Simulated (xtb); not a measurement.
**CH10Ge2NP (SMILES C[NH][GeH2][GeH2][PH2]): GFN2-xTB**

Aim: a structure relaxation of CH10Ge2NP. 

The calculation is run with xtb 6.7.1.

3 further runs of the same task are left out: 1 that didn't finish, 2 set aside as unsound or not needed.

## Step 1: The structure to begin with

The species is CH10Ge2NP (15 atoms), meant as a singlet with charge 0. SMILES: `C[NH][GeH2][GeH2][PH2]`. All atoms were displaced at random from a relaxed shape. The run starts from this shape.

Bond lengths: C1–N2 1.431 Å, N2–Ge3 1.823 Å, Ge3–Ge4 2.454 Å, Ge4–P5 2.196 Å, C1–H6 1.007 Å, C1–H7 1.200 Å, C1–H8 1.114 Å, N2–H9 1.152 Å, Ge3–H10 1.555 Å, Ge3–H11 1.512 Å, Ge4–H12 1.673 Å, Ge4–H13 1.457 Å, P5–H14 1.372 Å, P5–H15 1.322 Å. Some angles: C1–N2–Ge3 121.7°, N2–Ge3–Ge4 115.2°, Ge3–Ge4–P5 125.3°, C1–N2–H9 100.6°, Ge3–N2–H9 119.6°, N2–C1–H6 109.3°, N2–C1–H7 113.6°, N2–C1–H8 118.3°, N2–Ge3–H10 100.2°, N2–Ge3–H11 101.8°.

## Step 2: A structure relaxation at GFN2-xTB

The input, detailed.inp:

```
$chrg 0
$spin 0
$end
```

The input, start.xyz:

```xyz
15

C     -1.344940     1.346400     1.178820
N      0.080400     1.415270     1.070050
Ge     1.103780    -0.087670     0.941850
Ge     0.425920    -1.667260    -0.809680
P      0.148900    -1.167570    -2.929540
H     -1.708010     2.264850     1.375410
H     -1.726410     0.597080     2.034370
H     -1.925480     0.991930     0.296010
H      0.193100     2.249000     0.283450
H      2.502640     0.551410     0.713230
H      1.030950    -0.632280     2.350720
H     -1.019940    -2.312820    -0.269530
H      1.228080    -2.873500    -0.655950
H     -0.554470    -0.023640    -2.646630
H      1.295950    -0.510630    -2.951790
```

Started as:

```bash
$ xtb start.xyz --gfn 2 --opt normal --input detailed.inp | tee run.log
```

Q: Predict the results. Wanted: total energy at the end; dipole moment; HOMO energy; LUMO energy; HOMO–LUMO gap; dispersion energy; mean polarisability.

Answer, from the run:

At GFN2-xTB:

| quantity | value |
| --- | --- |
| total energy at the end | -16.53467 Eh |
| dipole moment | 1.51 D |
| HOMO energy | -9.96 eV |
| LUMO energy | -5.83 eV |
| HOMO–LUMO gap | 4.13 eV |
| dispersion energy | -28.60 kJ/mol |
| mean polarisability (D4 model) | 110.7 bohr³ |

At the final geometry: Bond lengths: C1–N2 1.453 Å, N2–Ge3 1.826 Å, Ge3–Ge4 2.441 Å, Ge4–P5 2.303 Å, C1–H6 1.091 Å, C1–H7 1.090 Å, C1–H8 1.098 Å, N2–H9 1.013 Å, Ge3–H10 1.512 Å, Ge3–H11 1.510 Å, Ge4–H12 1.521 Å, Ge4–H13 1.516 Å, P5–H14 1.390 Å, P5–H15 1.389 Å. Some angles: C1–N2–Ge3 118.7°, N2–Ge3–Ge4 116.1°, Ge3–Ge4–P5 120.5°, C1–N2–H9 110.1°, Ge3–N2–H9 114.8°, N2–C1–H6 110.0°, N2–C1–H7 108.2°, N2–C1–H8 113.4°, N2–Ge3–H10 103.2°, N2–Ge3–H11 103.6°. The optimisation took 11 steps and changed the energy by -0.968 eV.
